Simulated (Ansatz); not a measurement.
What does this script print? It uses the Python package of Ansatz (0.2.0).

Script `berry_lubi2clo4.py`:
```python
import warnings

import ansatz as az
import numpy as np
from pymatgen.core import Lattice, Structure
from pymatgen.io.ase import AseAtomsAdaptor


def main() -> None:
    warnings.simplefilter("ignore", az.DeckWarning)

    pmg_structure = Structure(
        Lattice([(3.8232, 0.0, 0.0), (0.0, 3.8232, 0.0), (0.0, 0.0, 8.856)]),
        ["Lu", "Bi", "Bi", "Cl", "O", "O", "O", "O"],
        [
            (0.0, 0.0, 0.0),
            (0.5, 0.5, 0.7193),
            (0.5, 0.5, 0.2807),
            (0.0, 0.0, 0.5),
            (0.5, 0.0, 0.848),
            (0.0, 0.5, 0.848),
            (0.5, 0.0, 0.152),
            (0.0, 0.5, 0.152),
        ],
    )
    xtal = az.Crystal.from_ase(AseAtomsAdaptor.get_atoms(pmg_structure))

    def polarisation(structure):
        return (
            structure.calculation()
            .functional(az.Functional.PBESOL)
            .basis(470)
            .kpoints(6, 6, 2)
            .occupations("fixed")
            .polarization()
            .run()
            .polarization()
        )


    vectors = np.array(xtal.lattice.vectors)
    shifted = xtal.move(1, to=np.array(xtal.sites[1].position) + 0.03 * np.linalg.inv(vectors)[2])
    before, after = polarisation(xtal), polarisation(shifted)
    for label, p in (("as typed", before), ("shifted", after)):
        print(label, "reduced polarisation:", [round(axis.reduced, 4) for axis in p.axes], "modulo", p.modulus)
    change = np.array([b.reduced - a.reduced for a, b in zip(before.axes, after.axes)])
    change -= before.modulus * np.round(change / before.modulus)
    dipole = change @ vectors
    print("dipole change (e A):", np.round(dipole, 4) + 0.0)
    print("column of the Born charge of", xtal.sites[1].symbol, "for a shift along z:", np.round(dipole / 0.03, 2) + 0.0)


if __name__ == "__main__":
    main()
```

```console
$ python berry_lubi2clo4.py
as typed reduced polarisation: [21.0, 21.0, 30.5] modulo 1
shifted reduced polarisation: [21.0, 21.0, 30.509] modulo 1
dipole change (e A): [0.     0.     0.0796]
column of the Born charge of Bi for a shift along z: [0.   0.   2.65]
```

Spin-orbit coupling, which matters for elements this heavy, is left out. The structure is a deposited one; some such entries were measured under pressure or heat, so a shift against it needn't be the functional's error alone. Polarisation is defined up to a quantum, so only the change along a continuous path has meaning. Finished in 77 s on 1 thread of Arm Neoverse V2, on a shared host, peak memory 0.65 GiB.
